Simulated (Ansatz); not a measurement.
# CH7BGeO: up Jacob's ladder to CCSD(T)

Aim: compute CH7BGeO with functionals from several rungs and with coupled cluster, and see how far each lands from CCSD(T) at the basis-set limit for the atomisation energy.

Program: Ansatz 0.2.0, Gaussian basis. Level of theory: functionals in def2-TZVPP, the program's frozen cores in correlated methods. These are calculated values, not measurements.

Levels to be run: LDA (SPW92), PBE-D4, revPBE-D4, BLYP-D4, r2SCAN-D4, B97M-V, PBE0-D4, B3LYP-D4, r2SCANh-D4, r2SCAN0-D4, HSE06-D4, BHLYP-D4, CAM-B3LYP-D4, LC-ωPBE, ωB97X-V, ωB97M-V, B2PLYP, PBE-QIDH; CCSD(T)/def2-SVP; CCSD(T)/def2-TZVPP; MP2/def2-QZVPP; extrapolation to the limit; RPA on PBE.

### Step 1. The relaxed structure

The geometry comes from an earlier relaxation with PBE0-D4 in a triple-zeta def2 set; it is a stationary point, not always the lowest conformer.

SMILES `B[CH](O)[GeH3]`, 11 atoms, charge 0, spin multiplicity 1.

Atoms are counted from 1 here; the program's logs count them from 0.

Bond lengths: B1–C2 1.496 Å, B1–H5 1.195 Å, B1–H6 1.200 Å, C2–O3 1.382 Å, C2–Ge4 2.133 Å, C2–H7 1.094 Å, O3–H8 0.961 Å, Ge4–H9 1.538 Å, Ge4–H10 1.535 Å, Ge4–H11 1.535 Å. Angles: C2–B1–H5 121.3°, C2–B1–H6 117.2°, H5–B1–H6 121.4°, B1–C2–O3 121.0°, B1–C2–Ge4 82.2°, B1–C2–H7 120.0°, O3–C2–Ge4 111.3°, O3–C2–H7 114.3°, Ge4–C2–H7 98.6°, C2–O3–H8 109.9°, C2–Ge4–H9 98.9°, C2–Ge4–H10 109.3°, C2–Ge4–H11 118.5°, H9–Ge4–H10 110.4°, H9–Ge4–H11 108.8°, H10–Ge4–H11 110.2°.

### Step 2. LDA

This LDA is Slater exchange with PW92 correlation.

File in.yaml:

```yaml
crystal:
  periodic: [false, false, false]
  atoms:
    - {symbol: B, position_ang: [-0.363209, 1.339423, 0.337541]}
    - {symbol: C, position_ang: [0.030833, 0.022338, 0.927542]}
    - {symbol: O, position_ang: [1.307939, -0.187244, 1.412431]}
    - {symbol: Ge, position_ang: [-0.141777, -0.610299, -1.102157]}
    - {symbol: H, position_ang: [0.454050, 2.167181, 0.065524]}
    - {symbol: H, position_ang: [-1.522398, 1.495144, 0.070393]}
    - {symbol: H, position_ang: [-0.730271, -0.629591, 1.366959]}
    - {symbol: H, position_ang: [1.442820, -1.122673, 1.585654]}
    - {symbol: H, position_ang: [0.950639, -1.692525, -1.108626]}
    - {symbol: H, position_ang: [-1.523441, -1.242227, -1.319895]}
    - {symbol: H, position_ang: [0.160115, 0.403573, -2.214765]}
basis:
  gaussian: {orbitals: def2-TZVPP}
hamiltonian: {xc: lda}
output: {orbitals: {seedname: orbitals}}
```

Started as:

```
$ ansatz run in.yaml --threads 4 --pin off --events-out ev --progress --plain --max-ram 10444MiB
```

After this run come: PBE-D4 (GGA); revPBE-D4 (GGA); BLYP-D4 (GGA); r2SCAN-D4 (meta-GGA); B97M-V (meta-GGA); PBE0-D4 (hybrid); B3LYP-D4 (hybrid); r2SCANh-D4 (hybrid); r2SCAN0-D4 (hybrid); HSE06-D4 (hybrid); BHLYP-D4 (hybrid); CAM-B3LYP-D4 (range-separated); LC-ωPBE (range-separated); ωB97X-V (range-separated); ωB97M-V (range-separated); B2PLYP (double hybrid); PBE-QIDH (double hybrid); CCSD(T) in def2-SVP; CCSD(T) in def2-TZVPP; MP2 in def2-QZVPP; RPA on PBE orbitals.

Before running them: what should the planned runs give, taken together? Wanted: atomisation energy, CCSD(T)/CBS; farthest beyond LDA; mean size of error, GGA; mean size of error, meta-GGA; mean size of error, hybrid; mean size of error, range-separated; mean size of error, double hybrid; gap, smallest and largest; T1 diagnostic.

**Answer**, as computed:

| quantity | value |
| --- | --- |
| atomisation energy, CCSD(T)/CBS | 3620.4 kJ/mol |
| functionals within 36.2 kJ/mol (1.0 %) | revPBE-D4, BLYP-D4, r2SCAN-D4, B97M-V, PBE0-D4, B3LYP-D4, r2SCANh-D4, r2SCAN0-D4, HSE06-D4, CAM-B3LYP-D4, LC-ωPBE, ωB97X-V, ωB97M-V, PBE-QIDH |
| farthest beyond LDA | BHLYP-D4 (-96.1 kJ/mol) |
| mean size of error, GGA | 34.0 kJ/mol |
| mean size of error, meta-GGA | 22.3 kJ/mol |
| mean size of error, hybrid | 23.3 kJ/mol |
| mean size of error, range-separated | 12.0 kJ/mol |
| mean size of error, double hybrid | 34.3 kJ/mol |
| gap, smallest and largest | 4.63 eV (LDA (SPW92)), 11.49 eV (LC-ωPBE) |
| T1 diagnostic | 0.0125 |
| triples share of the correlation energy | 3.7 % |

In words: LDA overbinds by 528.7 kJ/mol (15 %). PBE-D4 is off by +49.2 kJ/mol. Double hybrids carry the basis error of their MP2 part in triple zeta, and no dispersion term here, so their miss is partly the set-up's. The rungs range-separated, meta-GGA, hybrid, GGA, double hybrid miss on average by less than the doubt on the reference (36.2 kJ/mol), so they tie. Misses under about 36.2 kJ/mol are within the doubt on the reference itself, which lacks core-valence correlation, relativity and higher excitations, and its outer-core shells are covered unevenly. Hartree-Fock recovers 73 % of the binding; the rest is correlation. CCSD(T) in def2-SVP is off by -198.5 kJ/mol, worse than the median functional, from the basis alone. The gap grows from 4.6 to 11.5 eV across the functionals, mostly with the share of exact exchange. Correlated methods include outer-core shells of Ge, which these sets cover unevenly.
